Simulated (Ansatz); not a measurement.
**Cs2Br: a trial structure relaxed**

Aim: relax Cs2Br from this start, anti-CaCl2 type (Pnnm, No. 58), and see where it ends.

Computed with Ansatz 0.2.0 (DFT PBE, scalar-relativistic, plane waves, PAW, unless a step's input says otherwise).

## 1. The starting structure

The structure is orthorhombic, space group Pnnm (No. 58). Conventional cell: a = 7.154 Å, b = 7.372 Å, c = 4.815 Å, α = 90.00°, β = 90.00°, γ = 90.00°. Around Cs (site symmetry m) lie 3 Br at 3.10 to 3.17 Å. Around Br (site symmetry 2/m) lie 6 Cs at 3.10 to 3.17 Å.

Coordinates:

```cif
data_structure
_symmetry_space_group_name_H-M 'P 1'
_symmetry_Int_Tables_number 1
_cell_length_a 7.1540
_cell_length_b 7.3718
_cell_length_c 4.8152
_cell_angle_alpha 90.000
_cell_angle_beta 90.000
_cell_angle_gamma 90.000
_cell_volume 253.94
loop_
_atom_site_label
_atom_site_type_symbol
_atom_site_fract_x
_atom_site_fract_y
_atom_site_fract_z
_atom_site_occupancy
Cs1 Cs 0.22500 0.82500 0.50000 1
Cs2 Cs 0.72500 0.67500 0.00000 1
Cs3 Cs 0.77500 0.17500 0.50000 1
Cs4 Cs 0.27500 0.32500 0.00000 1
Br1 Br 0.50000 0.50000 0.50000 1
Br2 Br 0.00000 0.00000 0.00000 1
```

(A quick probe on a coarse mesh, which set the mesh and smearing, is not shown.)

## 3. Coarse relaxation

File input.yaml:

```yaml
crystal:
  lattice:
    - [7.1539615076, 0.0, 0.0]
    - [0.0, 7.3717904638, 0.0]
    - [0.0, 0.0, 4.8151663993]
  atoms:
    - { symbol: Cs, position: [0.225, 0.825, 0.5] }
    - { symbol: Cs, position: [0.725, 0.675, 0.0] }
    - { symbol: Cs, position: [0.775, 0.175, 0.5] }
    - { symbol: Cs, position: [0.275, 0.325, 0.0] }
    - { symbol: Br, position: [0.5, 0.5, 0.5] }
    - { symbol: Br, position: [0.0, 0.0, 0.0] }
basis:
  ecutwfc: 420
kpoints:
  mp_grid: { grid: [4, 4, 4] }
hamiltonian:
  xc: pbe
scf:
  occupations: { method: gaussian, width: 0.1 }
  lower_state_search: "off"
output:
  forces: true
  stress: true
  eigenvalues: true
relax:
  adjacent_minimum: "off"
  f_tol: 0.04
  max_steps: 70
  cell: { stress_tol: 0.4 }
```

Command:

```console
> ansatz run input.yaml --threads 1 --pin off --max-ram 2560MiB --backend cpu --events-out ev --progress --plain --runs-dir out
```

Further runs follow: relaxing cell and atoms.

Q: Predict the outcome of this session.

**Answer**, as computed:

Formation energies count from the elements, computed with the same settings in runs not shown here.

```
                          quantity                                                                      value
                              cell  a = 9.013 Å, b = 9.046 Å, c = 5.212 Å, α = 90.00°, β = 90.00°, γ = 90.00°
                       space group                                                              Pnnm (No. 58)
                            volume                                                              70.83 Å³/atom
                   gap on the mesh                                                               none (metal)
formation energy from the elements                                                             -1.138 eV/atom
```

The space group stayed Pnnm, and from the first guess the volume went from 42.32 to 70.83 Å³/atom. With -1.14 eV/atom it lies under the elements, which doesn't yet make it stable against other compounds of them. Spin polarisation is off in the runs that give these values; a magnetic solution could lie lower.
